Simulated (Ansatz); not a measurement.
# C3H8AlN: one species, many methods

An exercise on one series of results from a longer session: the logs are not shown, and one member is left open.

Computed with Ansatz 0.2.0, Gaussian basis. Level: functionals in def2-TZVPP, the program's frozen cores in correlated methods.

The runs, in order: PBE-D4, r2SCAN-D4, PBE0-D4, B3LYP-D4, ωB97X-V, ωB97M-V, B2PLYP; CCSD(T)/def2-TZVPP; MP2/def2-QZVPP; extrapolation to the limit.

### Structure used throughout

All runs share one geometry, relaxed beforehand with PBE0-D4 in a triple-zeta def2 set.

SMILES `C=[N][AlH][CH2]C`, 13 atoms, charge 0, spin multiplicity 1.

Atoms are counted from 1 here; the program's logs count them from 0.

Bond lengths: C1–N2 1.242 Å, C1–H6 1.102 Å, C1–H7 1.102 Å, N2–Al3 1.753 Å, Al3–C4 1.959 Å, Al3–H8 1.585 Å, C4–C5 1.529 Å, C4–H9 1.097 Å, C4–H10 1.097 Å, C5–H11 1.094 Å, C5–H12 1.094 Å, C5–H13 1.094 Å. Angles: N2–C1–H6 122.6°, N2–C1–H7 122.6°, H6–C1–H7 114.8°, C1–N2–Al3 179.6°, N2–Al3–C4 118.6°, N2–Al3–H8 116.1°, C4–Al3–H8 125.3°, Al3–C4–C5 115.4°, Al3–C4–H9 107.6°, Al3–C4–H10 108.1°, C5–C4–H9 110.1°, C5–C4–H10 110.4°, H9–C4–H10 104.7°, C4–C5–H11 111.8°, C4–C5–H12 112.1°, C4–C5–H13 111.8°, H11–C5–H12 107.1°, H11–C5–H13 106.6° and more.

The first run:

Contents of in.yaml:

```yaml
crystal:
  periodic: [false, false, false]
  atoms:
    - {symbol: C, position_ang: [0.289953, 2.083170, 2.491959]}
    - {symbol: N, position_ang: [0.469579, 1.162904, 1.677117]}
    - {symbol: Al, position_ang: [0.716619, -0.128849, 0.517501]}
    - {symbol: C, position_ang: [-0.528432, -0.291192, -0.985634]}
    - {symbol: C, position_ang: [-0.366797, -1.549205, -1.839249]}
    - {symbol: H, position_ang: [0.736537, 3.082646, 2.366627]}
    - {symbol: H, position_ang: [-0.327065, 1.962506, 3.396843]}
    - {symbol: H, position_ang: [1.958112, -1.077560, 0.784071]}
    - {symbol: H, position_ang: [-0.414727, 0.604373, -1.609761]}
    - {symbol: H, position_ang: [-1.549262, -0.226325, -0.590133]}
    - {symbol: H, position_ang: [-0.524661, -2.459724, -1.254485]}
    - {symbol: H, position_ang: [-1.075991, -1.575174, -2.672175]}
    - {symbol: H, position_ang: [0.636532, -1.622269, -2.267982]}
basis:
  gaussian: {orbitals: def2-TZVPP}
hamiltonian: {xc: pbe, dispersion: d4}
output: {forces: true, orbitals: {seedname: orbitals}}
```

Run with:

```
ansatz run in.yaml --threads 4 --pin off --events-out ev --progress --plain --max-ram 10444MiB
```

Steps of the session up to this table: PBE-D4 (GGA); r2SCAN-D4 (meta-GGA); PBE0-D4 (hybrid); B3LYP-D4 (hybrid); ωB97X-V (range-separated); ωB97M-V (range-separated); B2PLYP (double hybrid); CCSD(T) in def2-TZVPP; MP2 in def2-QZVPP.

One of the session's tables, all rows but one given; the rest of the session is left out.

```
            method  atomisation energy (eV)
            PBE-D4                   50.980
         r2SCAN-D4                   50.106
           PBE0-D4                   50.158
          B3LYP-D4                   50.233
           ωB97X-V                   50.172
           ωB97M-V                   50.221
            B2PLYP                   49.647
     HF/def2-TZVPP                        ?
    MP2/def2-TZVPP                   49.293
   CCSD/def2-TZVPP                   48.085
CCSD(T)/def2-TZVPP                   48.772
           MP2/CBS                   50.523
       CCSD(T)/CBS                   50.001
```

**Question.** Estimate the row for HF/def2-TZVPP.

The run gave: atomisation energy (eV): 36.721. In the column «atomisation energy (eV)» it is the lowest.
